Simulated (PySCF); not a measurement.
**From one method to the next for K2**

Starting from one script, swap the method and compare what comes out for K2.

Program: PySCF 2.14.0. Level of theory: each script names its method and basis. These are calculated values, not measurements.

## Step 1: The system as given

K2: 2 atoms, charge 0, spin multiplicity 1.

Bond lengths: K1–K2 3.890 Å.

## Step 2: The run that the others are compared with

input.py reads:

```python
from pyscf import gto, scf, cc

mol = gto.M(
    atom='K 0 0 0; K 0 0 3.89',
    basis='x2c-svpall',
    charge=0,
    spin=0,
    verbose=4,
)
mf = scf.RHF(mol)
mf = mf.sfx2c1e()
mf = mf.density_fit(auxbasis='def2-universal-jkfit')
mf.kernel()
mycc = cc.CCSD(mf, frozen=10)
mycc.kernel()
mf.dip_moment()
print('orbital energies (hartree):', mf.mo_energy[..., max(0, mol.nelec[1]-3):mol.nelec[0]+3].round(4))
```

Command:

```console
$ OMP_NUM_THREADS=1 python input.py
```

## Step 3: UHF

Run 1 changes SCF type: RHF → UHF.

input.py, as its differences from that of step 2:

```diff
@@ -9,3 +9,3 @@
 )
-mf = scf.RHF(mol)
+mf = scf.UHF(mol)
 mf = mf.sfx2c1e()
@@ -16,2 +16,2 @@
 mf.dip_moment()
-print('orbital energies (hartree):', mf.mo_energy[..., max(0, mol.nelec[1]-3):mol.nelec[0]+3].round(4))
+print('orbital energies (hartree):', [e[max(0, n-3):n+3].round(4) for e, n in zip(mf.mo_energy, mol.nelec)])
```

## Step 4: CCSD(T)

Run 2 changes step after the SCF: ccsd → ccsd(t).

input.py, as its differences from that of step 2:

```diff
@@ -15,2 +15,3 @@
 mycc.kernel()
+mycc.ccsd_t()
 mf.dip_moment()
```

## Step 5: EOM-EE

Run 3 changes step after the SCF: ccsd → eomee; frozen orbitals: 10 → none; number of roots: none → 3.

input.py, as its differences from that of step 2:

```diff
@@ -13,4 +13,6 @@
 mf.kernel()
-mycc = cc.CCSD(mf, frozen=10)
+mycc = cc.CCSD(mf)
 mycc.kernel()
+e = mycc.eeccsd(nroots=3)[0]
+print('roots (eV) =', (e*27.211386).round(3))
 mf.dip_moment()
```

## Step 6: Population analysis

Run 4 changes step after the SCF: ccsd → analyze.

input.py reads:

```python
from pyscf import gto, scf

mol = gto.M(
    atom='K 0 0 0; K 0 0 3.89',
    basis='x2c-svpall',
    charge=0,
    spin=0,
    verbose=4,
)
mf = scf.RHF(mol)
mf = mf.sfx2c1e()
mf = mf.density_fit(auxbasis='def2-universal-jkfit')
mf.kernel()
mf.analyze()
print('orbital energies (hartree):', mf.mo_energy[..., max(0, mol.nelec[1]-3):mol.nelec[0]+3].round(4))
```

Q: Predict the outcome of this session. Wanted: for each run, E(SCF); from base; gap; after the SCF.

The runs gave:

```tsv
run	E(SCF) (hartree)	from base (eV)	cycles	gap (eV)	after the SCF
base	-1202.718913	0	7	3.61	CCSD correlation -3.385 eV, core frozen
UHF	-1202.718913	0.0000	9	3.61	CCSD correlation -3.385 eV, core frozen
CCSD(T)	-1202.718913	0.0000	7	3.61	CCSD(T) correlation -3.434 eV, core frozen
EOM-EE	-1202.718913	0.0000	7	3.61	CCSD correlation -3.392 eV, first root 3.77 eV
population analysis	-1202.718913	0.0000	7	3.61	n/a
```

The SCF energy stays the same, to the digits that matter, with UHF. On the same reference and core, CCSD(T) gains 3.43 eV in 2.9 s; CCSD reaches 99 % of that in 2.6 s, CCSD reaches 99 % of that in 6.4 s. The dearest run is “EOM-EE”, at 39 s against 2.6 s.
